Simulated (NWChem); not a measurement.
# TPSSh/def2-QZVP run of ZnH2S (SMILES [SH][ZnH])

What is the electronic atomisation energy of ZnH2S at TPSSh/def2-QZVP? 

The calculation is run with NWChem 7.3.0.

## (1) The system as given

ZnH2S has 4 atoms, charge 0, and is taken as a singlet. SMILES: `[SH][ZnH]`. The shape is that of a PBE0-D4/def2-TZVP optimisation.

Bond lengths: S1–Zn2 2.172 Å, S1–H3 1.345 Å, Zn2–H4 1.532 Å. Angles: S1–Zn2–H4 179.1°, Zn2–S1–H3 92.7°.

## (2) The energy at TPSSh/def2-QZVP (run 1)

struct.xyz reads:

```xyz
4

S     -0.078900    -1.468800     0.308900
Zn    -0.340600     0.563600    -0.412000
H      1.019100    -1.144800     1.014800
H     -0.544000     1.989700    -0.932000
```

struct.nw reads:

```
start struct
memory stack 880 mb heap 220 mb global 1100 mb
charge 0

geometry units angstrom noautosym nocenter noautoz
load struct.xyz
end

basis spherical bse
S library def2-QZVP
Zn library def2-QZVP
H library def2-QZVP
end

dft
xc xctpssh
grid fine
convergence energy 1e-08
maxiter 100
mulliken
noprint "final vectors analysis"
end

task dft energy
```

Started as:

```console
$ nwchem struct.nw > struct.out
```

The log of the run:

```text
[...]
          Wavefunction type:  closed shell.
          No. of atoms     :     4
          No. of electrons :    48
[...]
          Charge           :     0
          Spin multiplicity:     1
[...]
          AO basis - number of functions:   214
[...]
              XC Information
              --------------
                  TPSS hybrid Method XC Functional
                     Hartree-Fock (Exact) Exchange  0.100
                  TPSS metaGGA Exchange Functional  0.900
             TPSS03 metaGGA Correlation Functional  1.000
[...]
 d= 0,ls=0.0,diis     1  -2178.8387599404 -2.32D+03  2.82D-03  2.64D+00    16.3
[...]
 d= 0,ls=0.0,diis    11  -2178.8904461323 -3.73D-10  6.61D-08  5.05D-10   141.5
         Total DFT energy =    -2178.890446132308
      One electron energy =    -3316.495626185450
           Coulomb energy =     1093.065492497382
    Exchange-Corr. energy =      -97.555746133759
 Nuclear repulsion energy =      142.095433689518
[...]
      Total Density - Mulliken Population Analysis
     ---------------------------------------------
    Atom       Charge   Shell Charges
 -----------   ------   -------------------------------------------------------
    1 S   16    16.48   1.66  0.00  0.28  0.33  1.05  0.61  0.42  1.10  0.41  5.82 -0.05  0.55  1.49  2.07  0.66  0.00  0.01  0.03  0.03  0.00  0.01  0.00
    2 Zn  30    29.38   1.94 -0.04  0.16  0.97  0.86  0.35  1.13  0.61  0.58  0.34  0.05  6.00  5.68  0.33  0.23  0.18  0.03  5.52  2.56  1.52  0.35  0.03  0.00  0.00  0.00
  0.00
    3 H    1     0.92   0.11  0.34  0.34  0.06  0.00  0.01  0.05  0.00  0.00  0.00
    4 H    1     1.22   0.10  0.33  0.56  0.20  0.00  0.00  0.01  0.00  0.00  0.00
[...]
```

Run time: 2.4 min. Hardware: 1 thread of AMD EPYC 9R45 (Zen 5), shared host; peak memory 0.14 GiB.

## (3) The H atom, same level (run 2)

calc.nw reads:

```
start calc
title "H TPSSh"
memory total 2200 mb

geometry units angstroms noautosym nocenter noautoz
  H        0.000000       0.000000       0.000000
end

basis spherical bse
  * library def2-QZVP
end

dft
  xc xctpssh
  mult 2
  grid fine
  convergence energy 1e-08
  maxiter 100
  mulliken
  print low
end

task dft energy
```

Run the same way, it converges to -0.50013 Eh (log not shown).

Run 3 isn't shown in full; the table further down has it.

## (4) The Zn atom at the same level (run 4)

zn.xyz reads:

```xyz
1

Zn     0.000000     0.000000     0.000000
```

zn.nw reads:

```
start zn
memory total 2200 mb
charge 0

geometry noautosym nocenter noautoz
load zn.xyz
end

basis spherical bse
* library def2-QZVP
end

dft
xc xctpssh
grid fine
convergence energy 1e-08
iterations 100
mulliken
print low
end

task dft energy
```

Run the same way, it converges to -1779.42259 Eh (log not shown).

## (5) All runs side by side

| run | level | partner | energy (Eh) | wall time |
| --- | --- | --- | --- | --- |
| 1 | TPSSh/def2-QZVP | base | -2178.890446 | 2.4 min |
| 2 | UTPSSh/def2-QZVP | atoms | -0.500125 | 0.64 s |
| 3 | UTPSSh/def2-QZVP | atoms | -398.142090 | 4.2 s |
| 4 | TPSSh/def2-QZVP | atoms | -1779.422593 | 11 s |

## (6) Outcome

At TPSSh/def2-QZVP:

| quantity | value |
| --- | --- |
| Zn atom: total energy | -1779.42259 Eh |
| electronic atomisation energy | 8.858 eV |

What this shows: Taking the molecule apart into free atoms costs 8.86 eV (855 kJ/mol), before zero-point energy and without spin-orbit coupling. All runs together took 2.6 min, the longest 2.4 min.
